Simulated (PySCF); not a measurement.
# C2H5Cl2In: NMR shieldings

Aim: compute the NMR shieldings of C2H5Cl2In (`C[CH2][In]([Cl])[Cl]`).

Programs: PySCF 2.14.0, with routines of our own; each step states its level. All values are computed. Atoms count from 0.

## 1. The system as given

10 atoms, charge 0, multiplicity 1; geometry from: GFN2-xTB.

## 2. Geometry optimisation at PBE0-D3(BJ)/def2-SVP

What the job is given:

```
{"job": {"xc": "PBE0", "basis": "def2-SVP", "d3": "d3bj", "grid": 1, "maxiter": 30, "shake": 0.03, "kind": "geom"}, "charge": 0, "multiplicity": 1}
In     0.843130     1.373710     0.597040
Cl     3.080240     1.596120     0.575280
Cl    -0.291430     3.531240     0.490440
C     -0.254550    -0.514710     0.554130
C     -0.526830    -1.056350    -0.881000
H     -1.323950    -0.299270     1.030740
H      0.258600    -1.209450     1.180330
H     -1.017130    -1.966280    -0.849100
H     -1.086170    -0.314010    -1.404300
H      0.442750    -1.217740    -1.289140
```

Command:

```console
$ OMP_NUM_THREADS=1 python heavy_run.py task.json out
```

This one command runs all jobs of the session in turn.

The program printed:

```text
step   0  E = -1189.09893883  max force = 0.065986
step   1  E = -1189.11695361  max force = 0.013387
step   2  E = -1189.11737747  max force = 0.002845
step   3  E = -1189.11744724  max force = 0.001465
step   4  E = -1189.11744434  max force = 0.002989
step   5  E = -1189.11745091  max force = 0.002163
step   6  E = -1189.11747227  max force = 0.000403
step   7  E = -1189.11747427  max force = 0.000399
optimisation converged
```

It took 49 s on 1 thread of Arm Neoverse V1, shared host; peak memory 0.47 GiB.

Along the way:

| step | energy from step 0 (eV) | largest force component (eV/Å) |
| --- | --- | --- |
| 0 | 0.0000 | 3.3931 |
| 1 | -0.4902 | 0.6884 |
| 2 | -0.5017 | 0.1463 |
| 3 | -0.5036 | 0.0753 |
| 4 | -0.5036 | 0.1537 |
| 5 | -0.5037 | 0.1112 |
| 6 | -0.5043 | 0.0207 |
| 7 | -0.5044 | 0.0205 |

Close pairs (by a distance rule), those that changed most:

| bond | before (Å) | after (Å) | change (Å) |
| --- | --- | --- | --- |
| In0–Cl1 | 2.248 | 2.351 | +0.103 |
| In0–Cl2 | 2.440 | 2.348 | -0.092 |
| C3–H5 | 1.190 | 1.100 | -0.090 |
| C4–H7 | 1.034 | 1.103 | +0.068 |
| C4–H9 | 1.064 | 1.101 | +0.036 |
| C3–C4 | 1.558 | 1.523 | -0.035 |
| C4–H8 | 1.067 | 1.101 | +0.034 |
| C3–H6 | 1.067 | 1.100 | +0.034 |

The end geometry stands in the next job.

| at the end point | value |
| --- | --- |
| point group (found at 0.08 Å tolerance) | C1 |
| rotational constants (GHz, main isotopes) | 1.798, 1.467, 0.860 |
| dipole moment (D) | 4.22 |

## 3. NMR shieldings: PBE0/pcSseg-1 In:us-x2c-TZVPall-2c, spin–orbit

What the job is given:

```
{"job": {"kind": "hnmr", "xc": "PBE0", "basis": {"default": "pcSseg-1", "In": "us-x2c-TZVPall-2c"}, "rel": "so"}, "charge": 0, "multiplicity": 1}
In     0.824290     1.363381     0.568286
Cl     3.173523     1.448289     0.617771
Cl    -0.058701     3.538816     0.541826
C     -0.328929    -0.459410     0.544001
C     -0.559670    -1.025906    -0.850709
H     -1.275254    -0.222861     1.053045
H      0.232372    -1.158817     1.181733
H     -1.126155    -1.970007    -0.791924
H     -1.140608    -0.341584    -1.487504
H      0.383792    -1.248641    -1.372104
```

Method: PBE0/pcSseg-1 In:us-x2c-TZVPall-2c GIAO NMR shielding, X2C with spin-orbit coupling, screened-nuclear two-electron part, Gaussian nuclei, gas phase.

The program printed:

```text
spin-free SCF
coarse grid: 43440 points
cycle   1  E = -6882.3705093308  dE = -6.972e-02  |g| = 5.812e-01  |ddm| = 2.347e+02
cycle   2  E = -6882.3082355746  dE =  6.227e-02  |g| = 8.214e-01  |ddm| = 1.497e+00
cycle   3  E = -6882.4534426197  dE = -1.452e-01  |g| = 5.704e-02  |ddm| = 8.695e-01
cycle   4  E = -6882.4537592747  dE = -3.167e-04  |g| = 2.964e-02  |ddm| = 6.969e-02
cycle   5  E = -6882.4539153684  dE = -1.561e-04  |g| = 8.967e-03  |ddm| = 2.897e-02
cycle   6  E = -6882.4539366034  dE = -2.124e-05  |g| = 2.074e-03  |ddm| = 1.082e-02
cycle   7  E = -6882.4539373533  dE = -7.499e-07  |g| = 4.415e-04  |ddm| = 1.898e-03
final grid: 86816 points
cycle   8  E = -6882.4526246195  dE = -5.341e-07  |g| = 1.255e-03  |ddm| = 1.096e-03
cycle   9  E = -6882.4526245919  dE =  2.760e-08  |g| = 5.827e-04  |ddm| = 9.136e-04
cycle  10  E = -6882.4526246338  dE = -4.185e-08  |g| = 4.193e-04  |ddm| = 8.596e-04
cycle  11  E = -6882.4526246761  dE = -4.234e-08  |g| = 6.331e-05  |ddm| = 3.881e-04
cycle  12  E = -6882.4526246769  dE = -8.358e-10  |g| = 8.911e-06  |ddm| = 6.135e-05
converged SCF energy = -6882.4526246769
two-component SCF
cycle   1  E = -6881.8805067411  dE = -6.882e+03  |FDS-SDF| = 4.098e+01
cycle   2  E = -6883.1762350717  dE = -1.296e+00  |FDS-SDF| = 3.004e-01
cycle   3  E = -6883.1766304284  dE = -3.954e-04  |FDS-SDF| = 7.904e-03
cycle   4  E = -6883.1766357004  dE = -5.272e-06  |FDS-SDF| = 3.707e-03
cycle   5  E = -6883.1766365159  dE = -8.155e-07  |FDS-SDF| = 1.217e-03
cycle   6  E = -6883.1766367460  dE = -2.301e-07  |FDS-SDF| = 3.080e-04
cycle   7  E = -6883.1766367830  dE = -3.701e-08  |FDS-SDF| = 8.822e-05
cycle   8  E = -6883.1766367871  dE = -4.061e-09  |FDS-SDF| = 3.171e-05
converged, E = -6883.1766367871

Field gradients (au) and densities at the nuclei (bohr^-3)
atom        Vxx        Vyy        Vzz        centre      nuclear mean
  0 In    -0.9492    -3.7288     4.6779     159542.651     158539.181
  1 Cl    -0.7051    -1.2117     1.9167       2817.116       2817.065
  2 Cl    -0.7068    -1.2160     1.9228       2817.117       2817.066
  3 C     -0.0390    -0.0913     0.1303        114.438        114.438
  4 C     -0.0488    -0.0508     0.0996        114.394        114.393
  5 H     -0.1400    -0.1519     0.2919          0.377          0.377
  6 H     -0.1400    -0.1516     0.2916          0.377          0.377
  7 H     -0.1396    -0.1477     0.2873          0.379          0.379
  8 H     -0.1402    -0.1489     0.2891          0.381          0.381
  9 H     -0.1399    -0.1488     0.2886          0.381          0.381
without picture change
  0 In                           5.1295                    321438.765

Core orbital energies (eV)
atom   shell        mean    spread
  0 In 1s       -27797.321   0.000
  0 In 2s        -4186.013   0.000
  0 In 3s         -805.380   0.000
  0 In 4s         -127.285   0.000
  0 In 2p1/2     -3900.690   0.000
  0 In 2p3/2     -3690.231   0.040
  0 In 3p1/2      -690.030   0.000
  0 In 3p3/2      -651.594   0.122
  0 In 4p1/2       -89.128   0.000
  0 In 4p3/2       -82.387   0.174
  0 In 3d3/2      -448.036   0.118
  0 In 3d5/2      -440.313   0.154
  0 In 4d3/2       -23.075   0.074
  0 In 4d5/2       -22.207   0.104
  1 Cl 1s        -2776.826   0.000
  1 Cl 2s         -260.502   0.000
  1 Cl 3s          -22.185   0.000
  1 Cl 2p1/2      -198.343   0.000
  1 Cl 2p3/2      -196.663   0.090
  2 Cl 1s        -2776.845   0.000
  2 Cl 2s         -260.521   0.000
  2 Cl 3s          -22.209   0.000
  2 Cl 2p1/2      -198.362   0.000
  2 Cl 2p3/2      -196.682   0.090

Shielding tensors (ppm)
atom      isotropic    diamagn.    paramagn.     s11        s22        s33       span
  0 In     3690.99     4621.67     -930.69    3284.10    3610.83    4178.03     893.93
  1 Cl      864.92     1123.31     -258.39     658.53     919.11    1017.12     358.59
  2 Cl      863.99     1123.28     -259.29     658.21     917.09    1016.69     358.49
  3 C       158.66      248.30      -89.65     130.03     162.55     183.39      53.37
  4 C       172.58      246.11      -73.53     162.50     167.91     187.34      24.84
  5 H        29.63       29.20        0.43      23.76      28.59      36.55      12.80
  6 H        29.66       29.21        0.45      23.84      28.56      36.59      12.75
  7 H        29.75       27.63        2.12      24.49      26.45      38.31      13.81
  8 H        29.90       29.28        0.61      24.60      28.97      36.12      11.52
  9 H        29.87       29.30        0.57      24.41      29.25      35.96      11.55
```

Wall time 2.9 min (1 thread of Arm Neoverse V1, shared host); peak memory 1.3 GiB.

Key values:

| quantity | value |
| --- | --- |
| energy from spin-orbit coupling | -0.7240 Eh |

Orbitals, density, ELF and potential are computed afterwards from the orbital file.

Frontier orbitals at PBE0/us-x2c-TZVPall-2c+pcSseg-1, with the share of their density that lies nearest to each atom:

| orbital | energy (eV) | lies on |
| --- | --- | --- |
| HOMO | -8.22 | Cl1, Cl2 about 23 % each; C3 23 %; In0 11 % |
| LUMO | -1.76 | In0 40 %; Cl1, Cl2 about 15 % each; C3 16 % |

ELF in a plane through or near 5 of the atoms.

Ten even steps from ' ' (0.00) to '@' (1.00):
```
                                                        
                                                        
        ..::------..                                    
      ::--++####**==..                                  
    ..==**%%%%%%%%**--..                                
    --##%%##--::%%##::                                  
    ==##%%**++::%%++..                                  
    --**%%%%####**::........    ::--::....              
    ..--==++++--..====::--==::==++++**%%@@%%::          
          ......++++##++::++++##--::##@@@@@@**          
            ....++****++::++++##--::##@@@@@@##          
      ..::--==::..====::::--::==******%%@@%%--          
    ::++##%%%%##**--......    ::**##==......            
    --**%%%%::--##**::..        ==++::                  
    --**%%##++####%%==..        ....                    
    ..==**%%%%%%%%##==::                                
      ::--**######++--..                                
        ..::--====::..                                  
                                                        
                                                        
```
The map spans 11.3 Å across and 9.2 Å up, centred on the molecule. Atoms in the plane (x, y in Å): In0 (-1.7, 0.0), Cl1 (-2.9, -2.0), Cl2 (-3.0, 1.9), C4 (1.4, 0.0), H7 (2.4, 0.0).

On the surface of density 0.002 e/bohr³ the electrostatic potential runs, from the 1st to the 99th percentile, from -0.97 V near Cl1 to 3.07 V near In0.

## 4. NMR shieldings: PBE0/pcSseg-1 In:us-x2c-TZVPall-2c, spin-free

Settings changed since step 3:

```diff
@@ -1,2 +1,2 @@
-{"job": {"kind": "hnmr", "xc": "PBE0", "basis": {"default": "pcSseg-1", "In": "us-x2c-TZVPall-2c"}, "rel": "so"}, "charge": 0, "multiplicity": 1}
+{"job": {"kind": "hnmr", "xc": "PBE0", "basis": {"default": "pcSseg-1", "In": "us-x2c-TZVPall-2c"}, "rel": "sf"}, "charge": 0, "multiplicity": 1}
 In     0.824290     1.363381     0.568286
```

Method: PBE0/pcSseg-1 In:us-x2c-TZVPall-2c GIAO NMR shielding, spin-free X2C, Gaussian nuclei, gas phase.

The program printed:

```text
spin-free SCF
coarse grid: 43440 points
cycle   1  E = -6882.3705093308  dE = -6.972e-02  |g| = 5.812e-01  |ddm| = 2.347e+02
cycle   2  E = -6882.3082355746  dE =  6.227e-02  |g| = 8.214e-01  |ddm| = 1.497e+00
cycle   3  E = -6882.4534426197  dE = -1.452e-01  |g| = 5.704e-02  |ddm| = 8.695e-01
cycle   4  E = -6882.4537592747  dE = -3.167e-04  |g| = 2.964e-02  |ddm| = 6.969e-02
cycle   5  E = -6882.4539153684  dE = -1.561e-04  |g| = 8.967e-03  |ddm| = 2.897e-02
cycle   6  E = -6882.4539366034  dE = -2.124e-05  |g| = 2.074e-03  |ddm| = 1.082e-02
cycle   7  E = -6882.4539373533  dE = -7.499e-07  |g| = 4.415e-04  |ddm| = 1.898e-03
final grid: 86816 points
cycle   8  E = -6882.4526246195  dE = -5.341e-07  |g| = 1.255e-03  |ddm| = 1.096e-03
cycle   9  E = -6882.4526245919  dE =  2.760e-08  |g| = 5.827e-04  |ddm| = 9.136e-04
cycle  10  E = -6882.4526246338  dE = -4.185e-08  |g| = 4.193e-04  |ddm| = 8.596e-04
cycle  11  E = -6882.4526246761  dE = -4.234e-08  |g| = 6.331e-05  |ddm| = 3.881e-04
cycle  12  E = -6882.4526246769  dE = -8.358e-10  |g| = 8.911e-06  |ddm| = 6.135e-05
converged SCF energy = -6882.4526246769
check of the scalar solution
cycle   1  E = -6882.4526246769  dE = -6.882e+03  |FDS-SDF| = 3.999e+00
cycle   2  E = -6882.4534843846  dE = -8.597e-04  |FDS-SDF| = 2.383e-03
cycle   3  E = -6882.4534843852  dE = -5.948e-10  |FDS-SDF| = 8.736e-05
converged, E = -6882.4534843852

Field gradients (au) and densities at the nuclei (bohr^-3)
atom        Vxx        Vyy        Vzz        centre      nuclear mean
  0 In    -0.9515    -3.7197     4.6712     159458.118     158454.648
  1 Cl    -0.7033    -1.2097     1.9130       2817.132       2817.080
  2 Cl    -0.7051    -1.2140     1.9191       2817.133       2817.081
  3 C     -0.0388    -0.0910     0.1298        114.438        114.438
  4 C     -0.0488    -0.0508     0.0996        114.394        114.393
  5 H     -0.1400    -0.1519     0.2919          0.377          0.377
  6 H     -0.1400    -0.1516     0.2916          0.377          0.377
  7 H     -0.1396    -0.1477     0.2873          0.379          0.379
  8 H     -0.1402    -0.1489     0.2891          0.381          0.381
  9 H     -0.1399    -0.1488     0.2886          0.381          0.381
without picture change
  0 In                           5.1296                    321449.147

Core orbital energies (eV)
atom   shell        mean    spread
  0 In 1s       -27798.680   0.000
  0 In 2s        -4186.280   0.000
  0 In 3s         -805.441   0.000
  0 In 4s         -127.296   0.000
  0 In 2p        -3757.985   0.065
  0 In 3p         -663.991   0.205
  0 In 4p          -84.555   0.291
  0 In 3d         -443.424   0.170
  0 In 4d          -22.555   0.185
  1 Cl 1s        -2776.823   0.000
  1 Cl 2s         -260.500   0.000
  1 Cl 3s          -22.184   0.000
  1 Cl 2p         -197.220   0.149
  2 Cl 1s        -2776.841   0.000
  2 Cl 2s         -260.518   0.000
  2 Cl 3s          -22.208   0.000
  2 Cl 2p         -197.239   0.149

Shielding tensors (ppm)
atom      isotropic    diamagn.    paramagn.     s11        s22        s33       span
  0 In     2858.76     4997.52    -2138.76    2491.01    2795.15    3290.12     799.10
  1 Cl      872.83     1140.95     -268.12     661.48     929.58    1027.42     365.93
  2 Cl      871.90     1140.92     -269.02     661.23     927.54    1026.93     365.70
  3 C       162.70      247.99      -85.29     139.38     165.36     183.36      43.98
  4 C       172.38      245.76      -73.38     163.41     166.94     186.79      23.38
  5 H        29.63       29.21        0.42      23.82      28.43      36.64      12.82
  6 H        29.66       29.22        0.44      23.90      28.41      36.67      12.77
  7 H        29.70       27.65        2.05      24.30      26.40      38.41      14.11
  8 H        29.84       29.29        0.55      24.43      28.92      36.16      11.73
  9 H        29.82       29.31        0.51      24.23      29.20      36.01      11.78
```

Wall time 49 s (1 thread of Arm Neoverse V1, shared host); peak memory 1.2 GiB.

## 5. Shieldings side by side

| run | In0 | Cl2 | Cl1 | C3 | C4 | H8 | H9 | time |
| --- | --- | --- | --- | --- | --- | --- | --- | --- |
| step 3, PBE0/pcSseg-1 In:us-x2c-TZVPall-2c, spin–orbit | 3691.0 | 864.0 | 864.9 | 158.7 | 172.6 | 29.9 | 29.9 | 2.9 min |
| step 4, PBE0/pcSseg-1 In:us-x2c-TZVPall-2c, spin-free | 2858.8 | 871.9 | 872.8 | 162.7 | 172.4 | 29.8 | 29.8 | 49 s |

## 6. Summary of results

| quantity | value |
| --- | --- |
| point group | C1 |
| rotational constants (main isotopes) | 1.80, 1.47, 0.86 GHz |
| energy from spin-orbit coupling (step 3, PBE0/pcSseg-1 In:us-x2c-TZVPall-2c, spin–orbit) | -0.7240 Eh |
| shieldings (step 3, PBE0/pcSseg-1 In:us-x2c-TZVPall-2c, spin–orbit) | In0 3691.0, Cl1 864.9, Cl2 864.0, C3 158.7, C4 172.6 ppm |
| surface potential, 1st and 99th percentile | -0.97 V and 3.07 V |
| shieldings (step 4, PBE0/pcSseg-1 In:us-x2c-TZVPall-2c, spin-free) | In0 2858.8, Cl1 872.8, Cl2 871.9, C3 162.7, C4 172.4 ppm |

In words: The start was shaken at random, so part of the energy gained undoes that. The optimisation took 7 steps and gained 0.504 eV; among the close pairs (by a distance rule), In0–Cl1 changed most, from 2.248 to 2.351 Å. A contracted two-component basis is stiff near heavy nuclei, so the absolute shieldings of the heavy atoms from it are rough. In step 3, In0 has the widest tensor, 894 ppm. At PBE0/us-x2c-TZVPall-2c+pcSseg-1, counted by nearest atom on the grid, the HOMO lies on Cl1, Cl2 about 23 % each; C3 23 %, the LUMO on In0 40 %; Cl1, Cl2 about 15 % each. In0 moves most between the runs, by 832 ppm; the labels say what changes from run to run.
